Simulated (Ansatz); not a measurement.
BaHI, space group P4/nmm, a single point from an input typed as a dict

Program: the Ansatz DFT code, driven from Python.

Notebook, run cell by cell (the value of a cell's last expression is shown):

In [1]:
```python
from collections import Counter

import ansatz as az
import numpy as np

config = {
    "crystal": {
        "lattice": [[4.828, 0.0, 0.0], [0.0, 4.828, 0.0], [0.0, 0.0, 7.867]],
        "atoms": [
            {"symbol": "Ba", "position": [0.0, 0.5, 0.19]},
            {"symbol": "Ba", "position": [0.5, 0.0, 0.81]},
            {"symbol": "H", "position": [0.0, 0.0, 0.0]},
            {"symbol": "H", "position": [0.5, 0.5, 0.0]},
            {"symbol": "I", "position": [0.0, 0.5, 0.68]},
            {"symbol": "I", "position": [0.5, 0.0, 0.32]},
        ],
    },
    "kpoints": {"mp_grid": {"grid": [4, 4, 2]}},
    "hamiltonian": {"xc": "pbesol"},
    "scf": {"occupations": {"method": "fixed"}},
    "basis": {"ecutwfc": 420},
    "output": {"stress": True, "eigenvalues": True},
}

done = az.Session.from_dict(config).plan(threads=1).execute()
r = done.report

r["converged"], r["free_energy_ev"]
```
Out [1]:
```text
(True, -26628.385073257414)
```

In [2]:
```python
for key in ("converged", "n_iterations", "n_electrons", "n_kpoints", "n_pw", "n_symmetry_ops", "free_energy_ev", "fermi_energy_ev"):
    print(f"{key:18s} {r[key]}")

fermi = r["fermi_energy_ev"]
print("levels less the Fermi level (eV) at the first k-points (first spin channel where there are two)")
for k, levels in list(zip(r["kpoints_frac"], r["eigenvalues_ev"]))[:4]:
    print("k = ({:.3f}, {:.3f}, {:.3f})".format(*k))
    print("   ", " ".join(f"{e - fermi:.3f}" for e in levels))
```
```text
converged          True
n_iterations       6
n_electrons        56.0
n_kpoints          12
n_pw               3575
n_symmetry_ops     16
free_energy_ev     -26628.385073257414
fermi_energy_ev    5.884399225056295
levels less the Fermi level (eV) at the first k-points (first spin channel where there are two)
k = (0.000, 0.000, 0.000)
    -44.338 -44.338 -44.334 -44.334 -44.325 -44.325 -44.324 -44.324 -44.323 -44.323 -26.936 -26.911 -12.536 -12.269 -12.108 -12.108 -12.012 -12.012 -11.928 -11.758 -3.063 -2.043 -2.043 -1.801 -1.571 -1.571 -1.108 -0.978 2.622 3.457 3.457 3.750 3.765
k = (0.000, 0.000, -0.500)
    -44.338 -44.338 -44.334 -44.334 -44.325 -44.325 -44.324 -44.324 -44.323 -44.323 -26.935 -26.912 -12.645 -12.222 -12.102 -12.102 -12.018 -12.018 -12.006 -11.569 -2.918 -2.871 -2.094 -2.094 -1.522 -1.522 -1.090 0.000 2.228 3.311 3.680 3.680 4.094
k = (0.000, 0.250, 0.000)
    -44.338 -44.338 -44.334 -44.334 -44.325 -44.325 -44.324 -44.324 -44.323 -44.323 -26.929 -26.912 -12.635 -12.596 -12.247 -12.079 -12.035 -12.011 -11.546 -11.535 -2.859 -2.703 -2.447 -2.130 -1.845 -1.707 -0.833 -0.402 2.884 3.206 3.269 3.595 4.266
k = (0.000, 0.250, -0.500)
    -44.338 -44.338 -44.334 -44.334 -44.325 -44.325 -44.324 -44.324 -44.323 -44.323 -26.928 -26.912 -12.782 -12.553 -12.166 -12.075 -12.051 -12.015 -11.526 -11.472 -3.279 -2.782 -2.197 -2.184 -1.885 -1.805 -0.824 -0.253 3.106 3.316 3.590 4.103 4.261
```

In [3]:
```python
gap = None if "band_edges_ev" not in r else r["band_edges_ev"][1] - r["band_edges_ev"][0]
print("gap on the k mesh:", "withheld (metal, or smearing too wide to tell)" if gap is None else f"{gap:.3f} eV")
print("lowest empty less highest filled band, by band count:", round(r["gap_by_band_count_ev"], 3), "eV")
```
```text
gap on the k mesh: 2.228 eV
lowest empty less highest filled band, by band count: 2.228 eV
```

In [4]:
```python
# pressure is a third of the trace
print("pressure by term (GPa)")
for term, tensor in r["stress_terms_gpa"].items():
    if np.any(tensor):
        print(f"  {term:28s} {np.trace(np.array(tensor)) / 3:12.3f}")
print(f"  {'total':28s} {np.trace(np.array(r['stress_gpa'])) / 3:12.3f}")
```
```text
pressure by term (GPa)
  kinetic                           429.848
  hartree                           699.311
  ewald                           -1292.873
  local_pseudopotential             489.207
  nonlocal_pseudopotential          -22.831
  augmentation                     -162.856
  nlcc                             -188.743
  xc                                 46.489
  augmentation_tail                   0.003
  scf_correction                      0.001
  pulay_correction                    0.027
  total                              -2.415
```

In [5]:
```python
terms = r["components"]
{name: round(terms[name], 3) for name in ("e_kinetic", "e_hartree", "e_xc", "e_local", "e_nonlocal", "e_ewald", "e_paw") if name in terms}
```
Out [5]:
```text
{'e_kinetic': 737.971,
 'e_hartree': 2401.182,
 'e_xc': -604.653,
 'e_local': -4910.614,
 'e_nonlocal': -58.266,
 'e_ewald': -4439.258,
 'e_paw': -19755.873}
```

In [6]:
```python
told = Counter((n["data"]["severity"], n["data"]["kind"]) for n in done.notices if n["event"] == "notice")
for (severity, kind), count in sorted(told.items()):
    print(f"{severity:8s} {kind} x{count}")
```
```text
audit    band_cg_iterations x1
audit    loop_bands_changed x1
audit    preconditioner_resolved x1
```

Notes:
- Total energies depend on the potentials; only differences at equal settings carry meaning. A total without «per atom» is that of the cell as typed.
- Semilocal gaps usually lie well under measured ones.
- The energy terms are those on the plane-wave grid, with the one-centre PAW part apart; the terms shown are only some of the summands, so they needn't add up to F.
- The computed bands are complete only to about 3.8 eV above the Fermi level.
- Under fixed occupations the level called the Fermi level is the highest filled one on the SCF mesh; off the mesh a filled band can lie a little above it.
- An absolute Fermi energy rests on an arbitrary zero of the periodic potential and has no direct meaning.
- Pressure is positive in compression.
- The structure is a deposited one; some such entries were measured under pressure or heat, so a shift against it needn't be the functional's error alone.
- Levels are Kohn-Sham eigenvalues on this mesh, without spin-orbit coupling.
- Timing: 3 s on 1 thread of Intel(R) Xeon(R) Gold 6455B (Sapphire Rapids), on a shared host, peak memory 0.5 GiB.
